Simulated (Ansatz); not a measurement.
# Sb: the cost of one run

Method: DFT PBEsol, scalar-relativistic, plane waves, PAW, in Ansatz 0.2.0.

## 1. The system as given

It takes space group R-3m (No. 166, trigonal). Conventional cell: a = 4.308 Å, b = 4.308 Å, c = 11.274 Å, α = 90.00°, β = 90.00°, γ = 120.00°. Around Sb (site symmetry 3m) lie 3 Sb at 2.91 Å.

As a file:

```
CELL_PARAMETERS angstrom
2.15420 1.24373 3.75800
-2.15420 1.24373 3.75800
0.00000 -2.48746 3.75800
ATOMIC_POSITIONS crystal
Sb 0.23349 0.23349 0.23349
Sb 0.76651 0.76651 0.76651
```

The structure comes from the Crystallography Open Database.

(A quick probe on a coarse mesh, which set the mesh and smearing, is not shown.)

## 3. The relaxation

File input.yaml:

```yaml
crystal:
  lattice:
    - [2.1542, 1.2437279499, 3.758]
    - [-2.1542, 1.2437279499, 3.758]
    - [0.0, -2.4874558998, 3.758]
  atoms:
    - { symbol: Sb, position: [0.23349, 0.23349, 0.23349] }
    - { symbol: Sb, position: [0.76651, 0.76651, 0.76651] }
basis:
  ecutwfc: 420
kpoints:
  mp_grid: { grid: [12, 12, 12] }
hamiltonian:
  xc: pbesol
scf:
  occupations: { method: gaussian, width: 0.1 }
output:
  forces: true
  stress: true
  eigenvalues: true
relax:
  adjacent_minimum: "off"
  f_tol: 0.005
  max_steps: 80
  cell: { stress_tol: 0.05 }
```

Launch:

```sh
ansatz run input.yaml --threads 1 --pin off --max-ram 4096MiB --backend cpu --events-out ev --progress --plain --runs-dir out
```

What time and memory should one allow on 1 thread of Arm Neoverse V2, shared host?

About 48 s, with a peak of 0.47 GiB.
